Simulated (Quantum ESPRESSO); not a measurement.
# Ta3AsAu2O13 in Quantum ESPRESSO: the effect of functional

Ta3AsAu2O13:

```
CELL_PARAMETERS angstrom
5.72385 -0.00745 -0.00403
1.30279 6.25499 0.00561
0.27574 1.30074 8.36754
ATOMIC_POSITIONS crystal
Ta 0.21713 0.30521 0.58431
Ta 0.03325 0.11123 0.99855
Ta 0.58248 0.62145 0.50482
As 0.58707 0.89691 0.83049
Au 0.58004 0.09228 0.18613
Au 0.04485 0.82077 0.44682
O 0.66201 0.69726 0.71088
O 0.51632 0.13418 0.69625
O 0.85098 0.88773 0.91932
O 0.34466 0.87003 0.94651
O 0.73015 0.29240 0.03095
O 0.24622 0.21809 0.11075
O 0.12900 0.09398 0.49104
O 0.48032 0.38887 0.43499
O 0.05966 0.26685 0.78594
O 0.93330 0.53240 0.45645
O 0.49975 0.85161 0.34971
O 0.25256 0.62988 0.62473
O 0.91878 0.95175 0.22636
```

The cell was built by a generator and needn't be a form met in nature.

Alike in all runs:

| Property | Result |
| --- | --- |
| Program | Quantum ESPRESSO 7.5 |
| Task | band structure |
| Potentials or basis | SG15 PBE 1.2 |
| Cutoff | 1197 eV |
| Density cutoff | 4789 eV |
| k mesh | 4 × 4 × 3 |
| Occupations | fermi-dirac, width 0.05 eV |
| Spin | no spin polarisation |

**Question.** One run gave: gap on the mesh 1.22 eV; pressure -8.3 GPa; largest force 0.94 eV/Å. Which functional did it use?
A. PBE
B. r2SCAN
C. LDA
D. PBEsol

**Answer.** C.

```csv
functional,gap on the mesh (eV),pressure (GPa),largest force (eV/Å)
LDA,1.22,-8.3,0.94
PBEsol,1.24,-4.5,0.51
PBE,1.27,-0.3,0.14
r2SCAN,1.50,-6.5,0.75
```

Caveats: spin-orbit coupling is left out, which moves the levels of the heavy elements; the potentials were made for another functional, which shifts forces and pressure (some runs).

